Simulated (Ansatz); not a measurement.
C₂H₇Al₂F, SMILES C[CH](F)[AlH][AlH2]: vertical spin-state energies, run with the Ansatz DFT code, driven from Python.

Script `run_spin.py`:
```python
import logging
import sys

import ansatz as az
from ase import Atoms

logging.basicConfig(stream=sys.stdout, format="%(levelname)s %(message)s")
logger = logging.getLogger("run")
logger.setLevel(logging.INFO)

config = {
    "basis": "cc-pVDZ",
    "functional": "r2SCAN",
}

atoms = Atoms(["C", "C", "F", "Al", "Al", "H", "H", "H", "H", "H", "H", "H"], positions=[
    (-0.7332, 0.6563, 1.403),
    (-0.2702, 1.2864, 0.0834),
    (0.9546, 1.8385, 0.2697),
    (-0.0685, -0.0991, -1.3438),
    (1.2915, -2.1139, -0.9884),
    (-0.8453, 1.5162, 2.1581),
    (-0.0668, -0.0883, 1.7613),
    (-1.7563, 0.2863, 1.2397),
    (-0.9543, 2.1019, -0.2216),
    (-0.9761, 0.0476, -2.6681),
    (2.0934, -2.2558, 0.4162),
    (1.4081, -3.2313, -2.0754),
])
mol = az.Crystal.molecule_from_ase(atoms)

base = (
    mol.calculation()
    .basis(gaussian=config["basis"])
    .functional(config["functional"])
)
found = {}
for unpaired in [0, 2]:
    summary = base.spin("collinear", total=unpaired).run(threads=1, pin="off").report
    s = unpaired / 2
    found[unpaired] = summary["free_energy_ev"]
    logger.info(f"2S+1 = {unpaired + 1}: E = {found[unpaired]:.5f} eV, <S^2> = {abs(summary['mean_field']['state']['spin_squared']):.3f} (pure state {s * (s + 1):.2f})")
lowest = min(found, key=found.get)
for unpaired, e in found.items():
    logger.info(f"multiplicity {unpaired + 1}: {(e - found[lowest]):.3f} eV above the lowest")
```

Which spin state is lowest at this geometry, and how far above lie the others?

In order: multiplicity 1 (+0.00 eV) and multiplicity 3 (+1.55 eV), all at the one geometry.

What the script printed:

```console
$ python run_spin.py
INFO 2S+1 = 1: E = -18093.09357 eV, <S^2> = 0.000 (pure state 0.00)
INFO 2S+1 = 3: E = -18091.54549 eV, <S^2> = 2.006 (pure state 2.00)
INFO multiplicity 1: 0.000 eV above the lowest
INFO multiplicity 3: 1.548 eV above the lowest
```

Reading the output:
- Total energies depend on the basis set; only differences at equal settings carry meaning.
- The geometry is a force-field or estimated start, not a minimum of this method, and the basis set is short of its limit. All parts are taken at fixed geometry, without zero-point energy.
- Timing: 39 s on 1 thread of Arm Neoverse V1 (shared host), peak memory 0.33 GiB.
